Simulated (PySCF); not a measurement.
# WSF₂: structure of the singlet

Aim: relax WSF₂ as a singlet from a trigonal planar start, check by its vibrations whether the end is a minimum, and collect its spectrum and constants.

The runs use PySCF 2.14.0; B3LYP, basis W def2-SVP with ECP60, S def2-SVP, F def2-SVP, scalar-relativistic core potentials, no spin–orbit coupling, density fitting.

### 1 Starting geometry

4 atoms, charge 0, spin multiplicity 1.

Bond lengths: W1–S2 2.140 Å, W1–F3 2.010 Å, W1–F4 2.010 Å. Angles: S2–W1–F3 120.0°, S2–W1–F4 120.0°, F3–W1–F4 120.0°.

Z-matrix (Å, degrees; charge 0 multiplicity 1):
```
W
S  1 2.1400
F  1 2.0100 2 120.00
F  1 2.0100 2 120.00 3 180.00
```

### 2 Trigonal planar start, singlet: relaxation

One driver script runs all steps and calls PySCF; scf.py shows how it sets up the SCF of each step. The optimiser is the driver's own. Before each start the driver seeks the lowest SCF state from one or more starting densities and follows internal instabilities, so scf.py alone need not reach the same state.

The program finds C2v symmetry in the start, which this walk keeps.

Input file scf.py:

```python
from pyscf import gto, scf, dft
mol = gto.M(atom='''
W      0.059533     0.103116     0.000000
S     -1.010457    -1.750189    -0.000000
F      2.069529     0.103127     0.000000
F     -0.945478     1.843816     0.000000''',
    basis={'W': 'def2-SVP', 'S': 'def2-SVP', 'F': 'def2-SVP'},
    ecp={'W': 'def2-SVP'},
    charge=0, spin=0)
mf = dft.RKS(mol, xc='B3LYP')
mf.grids.atom_grid = (50, 194)
aux = {'W': 'def2-universal-JKFIT', 'S': 'def2-universal-JKFIT', 'F': 'def2-universal-JKFIT'}
mf = mf.density_fit(auxbasis=aux)
mf.kernel()
```

The optimiser's trace:

```csv
step,energy (Eh),change (kJ/mol),largest symmetric gradient (Eh/bohr)
0,-664.804316,0.00,0.07478
1,-664.834123,-78.26,0.01913
2,-664.836099,-83.45,0.00843
3,-664.836811,-85.32,0.00104
4,-664.836854,-85.43,0.00036
5,-664.836854,-85.43,0.00004
```

The walk ran for 6.9 s (4 threads, shared host).

End point (C2v, 5 steps, 85.4 kJ/mol gained): W–F 1.844 Å (×2), W–S 2.102 Å; F–W–F 134.8°, F–W–S 112.6° (×2).

### 3 Vibrations and properties at this point

On the finer grid the gradient is checked again; gradients at displacements of ±0.01 bohr then give force constants and infrared intensities.

scf.py: that of step 2 with these lines changed.

```diff
@@ -3,4 +3,4 @@
-W      0.059533     0.103116     0.000000
-S     -1.010457    -1.750189    -0.000000
-F      2.069529     0.103127     0.000000
-F     -0.945478     1.843816     0.000000''',
+W      0.077948     0.135011    -0.000000
+S     -0.973126    -1.685528     0.000000
+F      1.907314    -0.097025    -0.000000
+F     -1.037704     1.603257    -0.000000''',
@@ -11 +11 @@
-mf.grids.atom_grid = (50, 194)
+mf.grids.atom_grid = (75, 302)
```

The driver hands on the density of the step before, so the log starts near convergence.

SCF at the final geometry:

```text
init E= -664.836819421791
  HOMO = -0.23947255068566  LUMO = -0.125659763752954  gap/eV = 3.09700
cycle= 1 E= -664.836819421359  delta_E= 4.32e-10  |g|= 4e-05  |ddm|= 5.44e-05
  HOMO = -0.239484384618043  LUMO = -0.12567327437508  gap/eV = 3.09696
cycle= 2 E= -664.83681941594  delta_E= 5.42e-09  |g|= 0.000141  |ddm|= 0.000188
  HOMO = -0.239475546336436  LUMO = -0.125663263763886  gap/eV = 3.09699
cycle= 3 E= -664.836819421834  delta_E= -5.89e-09  |g|= 2e-06  |ddm|= 0.000145
  HOMO = -0.239475384577238  LUMO = -0.125663029721016  gap/eV = 3.09699
cycle= 4 E= -664.836819421833  delta_E= 9.09e-13  |g|= 3.82e-07  |ddm|= 1.86e-06
  HOMO = -0.239475346379755  LUMO = -0.125663006902125  gap/eV = 3.09699
Extra cycle  E= -664.836819421834  delta_E= -4.55e-13  |g|= 8.19e-07  |ddm|= 9.24e-07
converged SCF energy = -664.836819421834
```

The whole step took 22 s.

Geometry: C2v; W–F 1.844 Å (×2), W–S 2.102 Å; F–W–F 134.5°, F–W–S 112.8° (×2).

Modes, for the most abundant isotopes:

| symmetry | ω (cm⁻¹) | IR (km/mol) | μ (u) | type |
| --- | --- | --- | --- | --- |
| b1 | 123 | 0.9 | 25.58 | bend |
| b2 | 170 | 0.0 | 25.47 | bend |
| a1 | 186 | 1.4 | 20.99 | bend |
| a1 | 580 | 28.6 | 36.48 | stretch |
| a1 | 716 | 58.8 | 19.54 | stretch |
| b2 | 734 | 121 | 22.26 | stretch |

No imaginary mode, so this is a minimum.

Constants and moments:

```
Dipole moment                                                   : 0.77 D
Highest occupied level                                          : -6.52 eV
Lowest empty level                                              : -3.42 eV
Rotational constants                                            : 0.1535, 0.1092, 0.06382 cm⁻¹
Zero-point energy                                               : 15.0 kJ/mol
Principal polarisabilities                                      : 41.9, 50.8, 68.1 bohr³
Atomisation energy without zero-point energy                    : 1632 kJ/mol
Principal traceless quadrupole moments about the centre of mass : -3.96, 0.56, 3.39 D Å
Entropy at 298.15 K and 1 bar                                   : 321.1 J/(mol K)
Heat capacity Cp at 298.15 K                                    : 68.0 J/(mol K)
Enthalpy at 298.15 K above 0 K                                  : 15.85 kJ/mol
Rotational symmetry number                                      : 2
```

Populations by atom (charges in e):

```csv
atom,Mulliken,Löwdin,polar tensor,Mayer order to W1
W1,0.72,-0.09,1.28,–
S2,-0.13,0.28,-0.35,2.44
"F3,4",-0.29,-0.09,-0.46,1.13
```

Mulliken populations on W1 (outside its core potential): s 2.92, p 6.28, d 3.96, f 0.12.

### 4 Stability of the closed shell

At the lowest minimum the closed shell is tested against spin polarisation, on the (50, 194) grid. It is unstable: an open-shell solution lies lower. That solution was not followed to a minimum here.

### 5 Outcome

| quantity | value |
| --- | --- |
| minimum | singlet, C2v (closed shell, unstable towards spin polarisation) |
| geometry | W–F 1.844 Å (×2), W–S 2.102 Å; F–W–F 134.5°, F–W–S 112.8° (×2) |
| wavenumbers (cm⁻¹) | 123 (b1), 170 (b2), 186 (a1), 580 (a1), 716 (a1), 734 (b2) |
| dipole moment | 0.77 D |
| highest occupied, lowest empty level | -6.52, -3.42 eV |
| polar-tensor charge of W1 | +1.28 e |
| zero-point energy | 15.0 kJ/mol |

**Reading.** The trigonal planar start keeps its C2v symmetry and ends in a minimum. The strongest infrared band lies at 734 cm⁻¹ (b2, stretch). Only this shape and spin were tried, so other structures or states may lie lower. Spin polarisation would lower this closed shell, so its numbers describe a constrained state. Spin–orbit coupling, left out here, can matter for elements this heavy.

The search up to here took 34 s.
